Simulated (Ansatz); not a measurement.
**C2H6F3HfN: taking an electron away**

How much energy removes an electron from C2H6F3HfN at fixed geometry? The cation is run at each level and the neutral's energy taken from earlier runs.

Program: Ansatz 0.2.0, Gaussian basis. Level of theory: unrestricted cation, the program's frozen cores in correlated methods. These are calculated values, not measurements.

Levels to be run: UKS PBE-D4/def2-TZVPP; UKS r2SCAN-D4/def2-TZVPP; UKS PBE0-D4/def2-TZVPP; UKS B3LYP-D4/def2-TZVPP; UKS wB97X-V/def2-TZVPP; UKS wB97M-V/def2-TZVPP; UKS B2PLYP/def2-TZVPP; UHF-CCSD(T)/def2-TZVPP; UHF-MP2/def2-QZVPP; extrapolation to the limit; then −ε(HOMO) from the neutral's earlier runs with LDA (SPW92), PBE-D4, revPBE-D4, BLYP-D4, r2SCAN-D4, B97M-V, PBE0-D4, B3LYP-D4, r2SCANh-D4, r2SCAN0-D4, HSE06-D4, BHLYP-D4, CAM-B3LYP-D4, LC-ωPBE, ωB97X-V, ωB97M-V.

### Step 1. The geometry

The geometry comes from an earlier relaxation with PBE0-D4 in a triple-zeta def2 set; it is a stationary point, not always the lowest conformer. Hf takes the def2 core potential; no spin-orbit term is included.

SMILES `C[N](C)[Hf]([F])([F])[F]`, 13 atoms, charge 0, spin multiplicity 1.

Atoms are counted from 1 here; the program's logs count them from 0.

Bond lengths: C1–N2 1.446 Å, C1–H8 1.094 Å, C1–H9 1.098 Å, C1–H10 1.098 Å, N2–C3 1.446 Å, N2–Hf4 2.009 Å, C3–H11 1.098 Å, C3–H12 1.098 Å, C3–H13 1.094 Å, Hf4–F5 1.912 Å, Hf4–F6 1.912 Å, Hf4–F7 1.916 Å. Angles: N2–C1–H8 111.1°, N2–C1–H9 111.2°, N2–C1–H10 111.5°, H8–C1–H9 107.3°, H8–C1–H10 107.7°, H9–C1–H10 107.8°, C1–N2–C3 113.0°, C1–N2–Hf4 123.3°, C3–N2–Hf4 123.6°, N2–C3–H11 111.2°, N2–C3–H12 111.5°, N2–C3–H13 111.1°, H11–C3–H12 107.8°, H11–C3–H13 107.3°, H12–C3–H13 107.7°, N2–Hf4–F5 107.5°, N2–Hf4–F6 107.5°, N2–Hf4–F7 108.6° and more.

### Step 2. Cation, UKS PBE-D4/def2-TZVPP

Input file in.yaml:

```yaml
crystal:
  periodic: [false, false, false]
  atoms:
    - {symbol: C, position_ang: [-0.469241, -0.286564, 1.437750]}
    - {symbol: N, position_ang: [0.081062, -0.085661, 0.115618]}
    - {symbol: C, position_ang: [1.167126, -0.991088, -0.187220]}
    - {symbol: Hf, position_ang: [-0.652166, 1.249131, -1.194567]}
    - {symbol: F, position_ang: [0.769831, 1.738214, -2.375215]}
    - {symbol: F, position_ang: [-1.391460, 2.697141, -0.188366]}
    - {symbol: F, position_ang: [-2.049243, 0.411575, -2.204224]}
    - {symbol: H, position_ang: [-1.276853, 0.423267, 1.640417]}
    - {symbol: H, position_ang: [0.295123, -0.142007, 2.212990]}
    - {symbol: H, position_ang: [-0.877397, -1.299436, 1.554037]}
    - {symbol: H, position_ang: [1.993901, -0.873171, 0.526006]}
    - {symbol: H, position_ang: [0.839650, -2.038689, -0.150308]}
    - {symbol: H, position_ang: [1.569677, -0.802712, -1.186918]}
basis:
  gaussian: {orbitals: def2-TZVPP}
total_charge: 1
magnetization: {spin_polarized: true, initial_magnetization: 1}
hamiltonian: {xc: pbe, dispersion: d4}
```

Launch:

```bash
ansatz run in.yaml --threads 2 --pin off --events-out ev --progress --plain --max-ram 22528MiB --backend cuda --devices 0, --max-vram 18GiB
```

The runs that follow: Cation, UKS r2SCAN-D4/def2-TZVPP; Cation, UKS PBE0-D4/def2-TZVPP; Cation, UKS B3LYP-D4/def2-TZVPP; Cation, UKS wB97X-V/def2-TZVPP; Cation, UKS wB97M-V/def2-TZVPP; Cation, UKS B2PLYP (frozen core)/def2-TZVPP; Cation, UHF-CCSD(T)/def2-TZVPP; Cation, UHF-MP2/def2-QZVPP.

Q: Predict the results of all the runs planned. Wanted: ionisation energy, CCSD(T)/CBS; nearest functional by difference; nearest −ε(HOMO); −ε(HOMO) of PBE; T1 of the cation.

**Answer**, as computed:

```
                        quantity                value
  ionisation energy, CCSD(T)/CBS              9.22 eV
nearest functional by difference  B3LYP-D4 (-0.22 eV)
                nearest −ε(HOMO)   ωB97M-V (+0.04 eV)
                 −ε(HOMO) of PBE              5.70 eV
                T1 of the cation                0.019
```

By cation minus neutral, the functionals miss by 0.46 eV at most. −ε(HOMO) of PBE misses by 3.5 eV, since self-interaction lifts the level. Among orbital estimates ωB97M-V comes nearest. Hartree-Fock falls 1.36 eV short, as the neutral has more correlation energy than the cation. The cation may have settled in a state other than its lowest; no search over hole states beyond the program's own was made. Correlated methods include outer-core shells of Hf, which these sets cover unevenly.
